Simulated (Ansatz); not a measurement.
# Cr: the cost of one run

Program: Ansatz 0.2.0. Level of theory: DFT, PBE, PAW with Ansatz's default frozen-core files, scalar-relativistic. These are calculated values, not measurements.

### 1 The starting structure

Symmetry: Im-3m, No. 229, cubic system. Conventional cell: a = 2.969 Å, b = 2.969 Å, c = 2.969 Å, α = 90.00°, β = 90.00°, γ = 90.00°. Around Cr (site symmetry m-3m) lie 8 Cr at 2.57 Å.

As a file:

```cif
data_structure
_symmetry_space_group_name_H-M 'Im-3m'
_symmetry_Int_Tables_number 229
_cell_length_a 2.9689
_cell_length_b 2.9689
_cell_length_c 2.9689
_cell_angle_alpha 90.000
_cell_angle_beta 90.000
_cell_angle_gamma 90.000
_cell_volume 26.17
loop_
_atom_site_label
_atom_site_type_symbol
_atom_site_symmetry_multiplicity
_atom_site_Wyckoff_symbol
_atom_site_fract_x
_atom_site_fract_y
_atom_site_fract_z
_atom_site_occupancy
Cr1 Cr 2 a 0.00000 0.00000 0.00000 1
```

The file gives the conventional cell by its symmetry; the runs use the cell typed in the input.

Atoms are numbered in the order of the input: Cr1, Cr2, Cr3, Cr4.

### 2 Moments start +-+-; collinear moments without spin-orbit coupling, PAW

Input file input.yaml:

```yaml
crystal:
  lattice:
    - [0.0, 2.9688993551, 2.9688993551]
    - [2.9688993551, 0.0, 0.0]
    - [0.0, 2.9688993551, -2.9688993551]
  atoms:
    - { symbol: Cr, position: [0.0, 0.0, 0.0], spin: 3.0 }
    - { symbol: Cr, position: [0.5, 0.0, 0.5], spin: -3.0 }
    - { symbol: Cr, position: [0.5, 0.5, 0.0], spin: 3.0 }
    - { symbol: Cr, position: [0.0, 0.5, 0.5], spin: -3.0 }
magnetization:
  spin_polarized: true
kpoints:
  mp_grid: { grid: [6, 9, 6] }
scf:
  occupations: { method: fermi_dirac, width: 0.025 }
  lower_state_search: "off"
hamiltonian:
  xc: pbe
  pseudopotentials: { kind: paw }
output:
  forces: true
  stress: true
  eigenvalues: true
  write_density: true
  write_potential: true
  elf: true
  volumetric_format: npy
```

Command:

```sh
$ ansatz run input.yaml --threads 2 --pin off --max-ram 6144MiB --backend cpu --events-out ev --progress --plain --runs-dir out
```

What time and memory should one allow on 2 threads of Intel Xeon Platinum 8488C (Sapphire Rapids), shared host?

About 6.6 s, with a peak of 0.51 GiB.
